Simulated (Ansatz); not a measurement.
# BiTe (Fm-3m) in Ansatz: further runs

The runs below take BiTe through relaxation of cell and atoms, with revPBE, BLYP.

Everything below comes from runs of Ansatz 0.2.0. Logs are shortened: lines on timing, memory, paths and dates and some standing lists are left out, and cuts for length are marked.

### 1 Starting point

It takes space group Fm-3m (No. 225, cubic). The conventional cell has a = 6.470 Å, b = 6.470 Å, c = 6.470 Å, α = 90.00°, β = 90.00°, γ = 90.00°. Bi (site symmetry m-3m) has 6 Te at 3.23 Å as nearest neighbours. Te (site symmetry m-3m) is surrounded by 6 Bi at 3.23 Å.

### 2 Relaxation of cell and atoms, revPBE

File input.yaml:

```yaml
crystal:
  lattice:
    - [0.0, 3.235, 3.235]
    - [3.235, 0.0, 3.235]
    - [3.235, 3.235, 0.0]
  atoms:
    - { symbol: Bi, position: [0.0, 0.0, 0.0] }
    - { symbol: Te, position: [0.5, 0.5, 0.5] }
hamiltonian:
  xc: revpbe
  pseudopotentials: { kind: paw }
kpoints:
  mp_grid: { grid: [7, 7, 7] }
scf:
  occupations: { method: fermi_dirac, width: 0.05 }
output:
  forces: true
  stress: true
  eigenvalues: true
relax:
  f_tol: 0.01
  max_steps: 40
  cell: { stress_tol: 0.05 }
```

Potentials or basis: Ansatz PAW.

Started as:

```console
ansatz run input.yaml --threads 2 --pin off --max-ram 5632MiB --backend cpu --events-out ev --progress --plain --runs-dir out
```

The program printed:

```text
Warning: RAYON_NUM_THREADS=2 ignored (pool sized by the plan → 2); use --threads N
Engine: ansatz 0.2.0, aarch64-unknown-linux-gnu
Pseudopotentials: kind: paw
Pseudopotential: Bi, paw, valence charge 15, recommended cutoff 420 eV (normal), Bi.paw.azcp
Pseudopotential: Te, paw, valence charge 16, recommended cutoff 420 eV (normal), Te.paw.azcp
Functional definition: revPBE
  parameter kappa = 1.245
  parameter beta = 0.06672455060314922
  exchange = pbe_x(kappa = kappa, mu = beta*pi^2/3)
  correlation = pbe_c(beta = beta)
Crystal: 2 atoms, lattice volume = 67.710 Å³
Basis set: ecut = 420 eV, 1363 PW (Γ), exchange–correlation on 64×64×64 points (8 copies of the dense FFT grid, shifted against one another)
Bands: 20, of which v1, the nominal top of the filled ones, is band 16 counted from 1 (15 counted from 0)
Symmetry: 48 space group operations
Space group: Fm-3m (ITA 225), of the structure as read, at distance tolerance 4.1e-5 Å
k-points: 20 of 343
Non-local potential: Bi, projectors of the file, l = 0: 2, l = 1: 2, l = 2: 2, l = 3: 2
Non-local potential: Te, projectors of the file, l = 0: 2, l = 1: 2, l = 2: 2, l = 3: 2
PAW form: soft (Blöchl's): semilocal exchange-correlation on the pseudo side does not see the compensation charge
PAW frozen core: Bi, regenerated for the run's functional, and the local potential with it (the file was generated under x = pbe(κ = 0.804, μ = 0.2195149727645171), c = pbe(β = 0.06672455060314922))
PAW frozen core: Te, regenerated for the run's functional, and the local potential with it (the file was generated under x = pbe(κ = 0.804, μ = 0.2195149727645171), c = pbe(β = 0.06672455060314922))
PAW one-centre angular grid: Bi, 590 points (default); XC on 64 Gauss nodes
PAW one-centre angular grid: Te, 590 points (default); XC on 64 Gauss nodes
Initial density: superposition of atomic densities (neutral atoms: chi_scale 0, normalization atom), corrected by the library's trained network
Initial wavefunctions: pseudopotential atomic-orbital guess
Functional: x = revpbe(κ = 1.245, μ = 0.2195149727645171), c = pbe(β = 0.06672455060314922)
SCF iter   1: F=—  HF=-19394.012727 eV  |F-HF|=—  |Δ(HF+E_count)|=         —  Δρ=1.45e-3  dr2=1.42e-3  ethr=1.77e-3  ⟨swp⟩=6.5  Hψ=2086  notcnv=0
preconditioner: auto → LDOS  [metal: Δε(μ)=0.035 eV  Ē_g=9.464 eV  σ=0.050 eV  W_gap=0.17  n_scr=14 (ndim 8)  ℏωp=15.0 eV  f_vac=0.012  D(μ)=2.83/eV (n_scr^D=26)  β→1.0]
SCF iter   2: F=—  HF=-19394.011497 eV  |F-HF|=—  |Δ(HF+E_count)|=   1.23e-3  Δρ=1.08e-3  dr2=5.62e-4  ethr=4.58e-6  ⟨swp⟩=2.7  Hψ=1004  notcnv=0  defer=4
SCF iter   3: F=—  HF=-19394.011216 eV  |F-HF|=—  |Δ(HF+E_count)|=   2.81e-4  Δρ=2.23e-4  dr2=5.58e-5  ethr=1.81e-6  ⟨swp⟩=2.0  Hψ=704  notcnv=0  defer=5
SCF iter   4: F=—  HF=-19394.011255 eV  |F-HF|=—  |Δ(HF+E_count)|=   3.87e-5  Δρ=8.50e-5  dr2=6.33e-6  ethr=1.80e-7  ⟨swp⟩=2.0  Hψ=518  notcnv=0  defer=5
SCF iter   5: F=—  HF=-19394.011253 eV  |F-HF|=—  |Δ(HF+E_count)|=   1.97e-6  Δρ=2.90e-5  dr2=7.49e-7  ethr=2.04e-8  ⟨swp⟩=2.0  Hψ=704  notcnv=0  defer=5
SCF iter   6: F=-19394.011253 eV  HF=-19394.011253 eV  |F-HF|=4.75e-8  |Δ(HF+E_count)|=   5.11e-8  Δρ=1.25e-5  dr2=6.78e-8  ethr=3.23e-10  ⟨swp⟩=5.7  Hψ=2093  notcnv=0
SCF 1 converged in 6 iterations: F = -19394.011253 eV  dr2 = 6.78e-8
relax step   1: F+E_penalty+E_count = -19394.01125255 eV  Δ(F+E_penalty+E_count) = +0.000e0 eV  max|allowed force component| = 1.913e-29 eV/Å  Δτ_max = 0.0000 Å  P = +1.864 GPa  Ω = 67.710 Å³  (6 SCF iters, dr2 threshold 1.00e-7 eV, accepted)
Crystal: 2 atoms, lattice volume = 71.557 Å³
Basis set: ecut = 420 eV, 1411 PW (Γ), exchange–correlation on 64×64×64 points (8 copies of the dense FFT grid, shifted against one another)
Initial density: handed on by an earlier stage of this run
Initial wavefunctions: those handed on with the density
iter 1 solved again at ethr=7.79e-6 eV; its pass at ethr=3.10e-3 eV (dr2=2.42e-3 eV) is discarded
SCF iter   1: F=—  HF=-19394.023783 eV  |F-HF|=—  |Δ(HF+E_count)|=         —  Δρ=1.08e-3  dr2=2.01e-3  ethr=7.79e-6  ⟨swp⟩=2.8  Hψ=2697  notcnv=0
preconditioner: auto → LDOS  [metal: Δε(μ)=0.051 eV  Ē_g=9.263 eV  σ=0.050 eV  W_gap=0.25  n_scr=14 (ndim 8)  ℏωp=14.6 eV  f_vac=0.023  D(μ)=2.61/eV (n_scr^D=14)  β→1.0]
SCF iter   2: F=—  HF=-19394.023435 eV  |F-HF|=—  |Δ(HF+E_count)|=   3.48e-4  Δρ=4.42e-4  dr2=2.33e-4  ethr=6.49e-6  ⟨swp⟩=2.1  Hψ=514  notcnv=0
[... 25 lines left out ...]
basis re-selected at this cell: Δ(F+E_penalty+E_count) = -4.512e-4 eV, ΔP = -0.004 GPa vs the last step (what re-selecting the basis moved, of the pressure what is left beyond the Pulay correction that the steps carried, after the strain that the cell walked since its last selection, with what the two solves' SCF thresholds leave and, on support functions, any second-order correction that the steps lacked; it is no measure of the basis error at this ecutwfc). This SCF's stress stands 5.09e-2 GPa from its target on what of the cell is left free (relax.cell.stress_tol is 5.00e-2 GPa) and its largest allowed force component is 9.80e-30 eV/Å (relax.f_tol is 1.00e-2 eV/Å): not within both, so this SCF does not close the relaxation
Crystal: 2 atoms, lattice volume = 70.426 Å³
iter 1 solved again at ethr=5.35e-9 eV; its pass at ethr=3.10e-3 eV (dr2=1.66e-6 eV) is discarded
SCF iter   1: F=—  HF=-19394.026498 eV  |F-HF|=—  |Δ(HF+E_count)|=         —  Δρ=2.16e-5  dr2=7.91e-7  ethr=5.35e-9  ⟨swp⟩=3.0  Hψ=2545  notcnv=0
preconditioner: auto → LDOS  [metal: Δε(μ)=0.035 eV  Ē_g=9.321 eV  σ=0.050 eV  W_gap=0.17  n_scr=14 (ndim 8)  ℏωp=14.7 eV  f_vac=0.016  D(μ)=2.70/eV (n_scr^D=14)  β→1.0]
SCF iter   2: F=—  HF=-19394.026495 eV  |F-HF|=—  |Δ(HF+E_count)|=   2.80e-6  Δρ=9.16e-6  dr2=9.59e-8  ethr=2.55e-9  ⟨swp⟩=2.2  Hψ=531  notcnv=0
SCF iter   3: F=—  HF=-19394.026495 eV  |F-HF|=—  |Δ(HF+E_count)|=   1.29e-8  Δρ=4.22e-6  dr2=1.70e-8  ethr=3.09e-10  ⟨swp⟩=2.1  Hψ=588  notcnv=0
SCF iter   4: F=-19394.026495 eV  HF=-19394.026495 eV  |F-HF|=6.73e-10  |Δ(HF+E_count)|=   5.55e-9  Δρ=1.01e-6  dr2=5.79e-10  ethr=2.09e-11  ⟨swp⟩=5.2  Hψ=1486  notcnv=0
SCF 5 converged in 4 iterations: F = -19394.026495 eV  dr2 = 5.79e-10
relax step   5: F+E_penalty+E_count = -19394.02649531 eV  Δ(F+E_penalty+E_count) = -2.599e-5 eV  max|allowed force component| = 5.325e-30 eV/Å  Δτ_max = 0.0000 Å  P = -0.002 GPa  Ω = 70.426 Å³  energy of the carried Pulay correction = +1.281e-5 eV  (4 SCF iters, dr2 threshold 6.48e-9 eV, accepted)
iter 1 solved again at ethr=1.75e-7 eV; its pass at ethr=3.10e-3 eV (dr2=5.42e-5 eV) is discarded
SCF iter   1: F=—  HF=-19394.026493 eV  |F-HF|=—  |Δ(HF+E_count)|=         —  Δρ=2.20e-6  dr2=1.12e-9  ethr=1.75e-7  ⟨swp⟩=3.7  Hψ=3313  notcnv=0
eigensolver tolerance schedule: the retry pair's looser diagonalisation over-reported the residual by 48335.64 of it (diagonalisation noise at an unbounded share of the residual, at the tolerance the schedule requests for it); recorded, not acted on — ethr = c·dr2/N_el stays at c = 1.0e-1
preconditioner: auto → LDOS  [metal: Δε(μ)=0.035 eV  Ē_g=9.321 eV  σ=0.050 eV  W_gap=0.17  n_scr=14 (ndim 8)  ℏωp=14.7 eV  f_vac=0.014  D(μ)=2.70/eV (n_scr^D=14)  β→1.0]
SCF iter   2: F=—  HF=-19394.026475 eV  |F-HF|=—  |Δ(HF+E_count)|=   1.75e-5  Δρ=1.53e-6  dr2=1.17e-9  ethr=3.62e-12  ⟨swp⟩=4.1  Hψ=1259  notcnv=0
SCF iter   3: F=—  HF=-19394.026475 eV  |F-HF|=—  |Δ(HF+E_count)|=  7.42e-10  Δρ=3.83e-7  dr2=9.86e-11  ethr=3.62e-12  ⟨swp⟩=2.0  Hψ=709  notcnv=0
SCF iter   4: F=-19394.026475 eV  HF=-19394.026475 eV  |F-HF|=1.09e-11  |Δ(HF+E_count)|=  6.18e-11  Δρ=1.41e-7  dr2=1.86e-11  ethr=1.00e-12  ⟨swp⟩=6.0  Hψ=2450  notcnv=0
SCF 6 converged in 4 iterations: F = -19394.026475 eV  dr2 = 1.86e-11
relax step   6: F+E_penalty+E_count = -19394.02647542 eV  Δ(F+E_penalty+E_count) = +1.989e-5 eV  max|allowed force component| = 9.072e-30 eV/Å  Δτ_max = 0.0000 Å  P = -0.002 GPa  Ω = 70.426 Å³  stress off target by 1.63e-3 GPa  SCF on the basis re-selected at this cell (its energy is not comparable with the rows above)  (4 SCF iters)
basis re-selected at this cell: Δ(F+E_penalty+E_count) = +1.989e-5 eV, ΔP = +0.000 GPa vs the last step (what re-selecting the basis moved, of the pressure what is left beyond the Pulay correction that the steps carried, after the strain that the cell walked since its last selection, with what the two solves' SCF thresholds leave and, on support functions, any second-order correction that the steps lacked; it is no measure of the basis error at this ecutwfc). This SCF's stress stands 1.63e-3 GPa from its target on what of the cell is left free (relax.cell.stress_tol is 5.00e-2 GPa) and its largest allowed force component is 9.07e-30 eV/Å (relax.f_tol is 1.00e-2 eV/Å): within both
SCF converged after 4 iterations
Free energy (F): -19394.026475 eV
Harris-Foulkes:  -19394.026475 eV  (|F-HF|=1.09e-11)
Internal energy: -19394.006112 eV  (E = F + TS)
E sigma→0 (E₀):  -19394.016294 eV
Entropy (-TS):   -0.020363 eV (-10.182 meV/atom)
Fermi energy:    9.354134 eV
--- Per-component energies (eV) ---
  E_band       = -378.105269
  E_kinetic    = 480.435145
  E_local      = -2823.058744  (includes V_loc(G=0)·N_el)
  E_nonlocal   = 249.120657
  E_hartree    = 1313.704489
  E_xc         = -275.230519
  E_vxc        = -247.220588  (∫ρ·V_xc dr)
  E_paw        = -15342.379817  (= ΣΔE_a)
  E_vpaw       = -664.790184  (= ΣTr[D̂ρ^β])
  E_aug_tail   = -0.000608  (compensation charges beyond the density's cutoff)
  E_ewald      = -2996.609949
  E_core_change = 0.013234  (= ΣΔE_core)
  E_smearing   = -0.020363  (= −TS)
  E_closure    = -0.000000  (closes the sum)
  Σ components = -19394.026475   (vs F -19394.026475, Δ=0.00e0)
--- Forces (eV/Å), atoms counted from 1 ---
  atom   1  Bi    -0.00000000     0.00000000     0.00000000
  atom   2  Te     0.00000000    -0.00000000     0.00000000
  max |Σ_I F_I| component: 1.55e-29 eV/Å
--- Stress (GPa, compression-positive) ---
       -0.001633      -0.000000      -0.000000
       -0.000000      -0.001633      -0.000000
       -0.000000      -0.000000      -0.001633
  P = ⅓ Tr σ = -0.0016 GPa (-0.016 kbar)
--- Band table (eV; the first three rows and the last of 20) ---
  k-point 0: bands = ["-27.8983", "-27.8983", "-27.8983", "-27.8979", "-27.8979", "-13.8771", "-13.8771", "-13.8771", "-13.8757", "-13.8757", "-3.9271", "1.0783", "6.8677", "6.8677", "6.8677", "11.3974", "11.3974", "11.3974", "14.0756", "14.0756"]
  k-point 1: bands = ["-27.8983", "-27.8983", "-27.8983", "-27.8978", "-27.8978", "-13.8770", "-13.8770", "-13.8768", "-13.8755", "-13.8755", "-3.7544", "0.6845", "6.9269", "6.9269", "7.0169", "10.6639", "10.7817", "10.7817", "13.9531", "14.4284"]
  k-point 2: bands = ["-27.8982", "-27.8982", "-27.8982", "-27.8977", "-27.8977", "-13.8788", "-13.8788", "-13.8761", "-13.8732", "-13.8732", "-3.2474", "-0.2628", "7.1188", "7.1188", "7.3214", "9.5236", "9.7110", "9.7110", "14.4639", "15.4295"]
  k-point 19: bands = ["-27.8982", "-27.8980", "-27.8979", "-27.8977", "-27.8976", "-13.8835", "-13.8761", "-13.8750", "-13.8731", "-13.8691", "-1.8143", "-1.4612", "4.4780", "5.0281", "7.4062", "9.4231", "12.4196", "13.2275", "14.0384", "15.1317"]
--- Relaxed structure (4 steps of the walk, 4 accepted, 2 SCFs on fresh bases) ---
  F+E_penalty+E_count = -19394.02647542 eV   max|allowed force component| = 9.072e-30 eV/Å   (the final SCF, on the basis selected at the relaxed cell)
  cell:  # Å, volume = 70.4262 Å³
    - [7.6254042755224256e-34, 3.2776917717729224, 3.2776917717729224]
    - [3.2776917717729224, 1.297727562972215e-33, 3.2776917717729224]
    - [3.2776917717729224, 3.2776917717729224, 9.424707508079874e-34]
  atoms:
    - { symbol: Bi, position: [-1.8604423728607566e-35, 2.108501355907564e-35, 1.3643244067620657e-35] }
    - { symbol: Te, position: [0.5, 0.5, 0.5] }
```

Run time: 6.5 s. Hardware: 2 threads of Arm Neoverse V2, shared host; peak memory 0.35 GiB.

Results:

```yaml
Free_energy: -19394.0265 eV
Relaxed_volume: 35.21 Å³/atom
Relaxed_cell: a = 4.635 Å, b = 4.635 Å, c = 4.635 Å, α = 60.00°, β = 60.00°, γ = 60.00°
Space_group_after_relaxing_to_0.05_Å: Fm-3m (No. 225)
Energy_gained_by_relaxing: 7.6 meV/atom
Ionic_steps: 6
Pressure_after_relaxing: 0.0 GPa
Band_gap_on_the_k_mesh: none (metal or under the smearing width)
```

The path:
| step | energy change (eV) | largest force (eV/Å) | volume (Å³) |
| --- | --- | --- | --- |
| 1 | 0.0000 | 0.0000 | 67.71 |
| 2 | -0.0122 | 0.0000 | 71.56 |
| 3 | -0.0148 | 0.0000 | 70.51 |
| 4 | -0.0152 | 0.0000 | 70.51 |
| 5 | -0.0152 | 0.0000 | 70.43 |
| 6 | -0.0152 | 0.0000 | 70.43 |

Final structure:
```xyz
2
Lattice="0.0000 3.2777 3.2777 3.2777 0.0000 3.2777 3.2777 3.2777 0.0000" Properties=species:S:1:pos:R:3 pbc="T T T"
Bi    0.0000    0.0000    0.0000
Te    3.2777    3.2777    3.2777
```

Levels at points of the mesh, in eV from the Fermi level:
```tsv
k point	band 12	band 13	band 14	band 15	band 16	band 17	band 18	band 19
(0.00, 0.00, 0.00)	-8.28	-2.49	-2.49	-2.49	2.04	2.04	2.04	4.72
```

Caveat: the plane-wave basis is chosen anew once the cell has moved, so the energies of steps on either side of that aren't comparable; spin-orbit coupling is left out, which moves the levels of the heavy elements; the PAW data sets come from PBE, with cores solved anew for the run's functional, which leaves a small shift of forces and pressure. revPBE gives volumes clearly too large for solids.

### 3 Relaxation of cell and atoms, BLYP

Edit input.yaml of step 2 so:

```diff
@@ -9,3 +9,3 @@
 hamiltonian:
-  xc: revpbe
+  xc: blyp
   pseudopotentials: { kind: paw }
@@ -19,2 +19,6 @@
   eigenvalues: true
+  write_density: true
+  write_potential: true
+  elf: true
+  volumetric_format: npy
 relax:
```

Potentials or basis: Ansatz PAW.

Started as:

```console
ansatz run input.yaml --threads 2 --pin off --max-ram 5632MiB --backend cpu --events-out ev --progress --plain --runs-dir out
```

It took 5.8 s on 2 threads of Arm Neoverse V2, shared host; peak memory 0.36 GiB.

The run converged. Its results:

| Property | Result |
| --- | --- |
| Free energy | -19422.5970 eV |
| Relaxed volume | 37.25 Å³/atom |
| Relaxed cell | a = 4.723 Å, b = 4.723 Å, c = 4.723 Å, α = 60.00°, β = 60.00°, γ = 60.00° |
| Space group after relaxing (to 0.05 Å) | Fm-3m (No. 225) |
| Energy gained by relaxing | 43.9 meV/atom |
| Ionic steps | 5 |
| Pressure after relaxing | 0.0 GPa |
| Band gap on the k mesh | none (metal or under the smearing width) |

The path:
```
step  energy change (eV)  largest force (eV/Å)  volume (Å³)
   1              0.0000                0.0000        67.71
   2             -0.0750                0.0000        77.28
   3             -0.0862                0.0000        74.98
   4             -0.0866                0.0000        74.51
   5             -0.0878                0.0000        74.51
```

Final structure:
```cif
data_structure
_symmetry_space_group_name_H-M 'P 1'
_symmetry_Int_Tables_number 1
_cell_length_a 4.7232
_cell_length_b 4.7232
_cell_length_c 4.7232
_cell_angle_alpha 60.000
_cell_angle_beta 60.000
_cell_angle_gamma 60.000
_cell_volume 74.51
loop_
_atom_site_label
_atom_site_type_symbol
_atom_site_fract_x
_atom_site_fract_y
_atom_site_fract_z
_atom_site_occupancy
Bi1 Bi 0.00000 0.00000 0.00000 1
Te1 Te 0.50000 0.50000 0.50000 1
```

Levels at points of the mesh, in eV from the Fermi level:
```tsv
k point	band 11	band 12	band 13	band 14	band 15	band 16	band 17	band 18	band 19	band 20
(0.00, 0.00, 0.00)	-12.95	-8.61	-2.32	-2.32	-2.32	1.87	1.87	1.87	5.07	5.07
```

Caveat: the plane-wave basis is chosen anew once the cell has moved, so the energies of steps on either side of that aren't comparable; spin-orbit coupling is left out, which moves the levels of the heavy elements; the PAW data sets come from PBE, with cores solved anew for the run's functional, which leaves a small shift of forces and pressure. BLYP gives volumes clearly too large for solids.
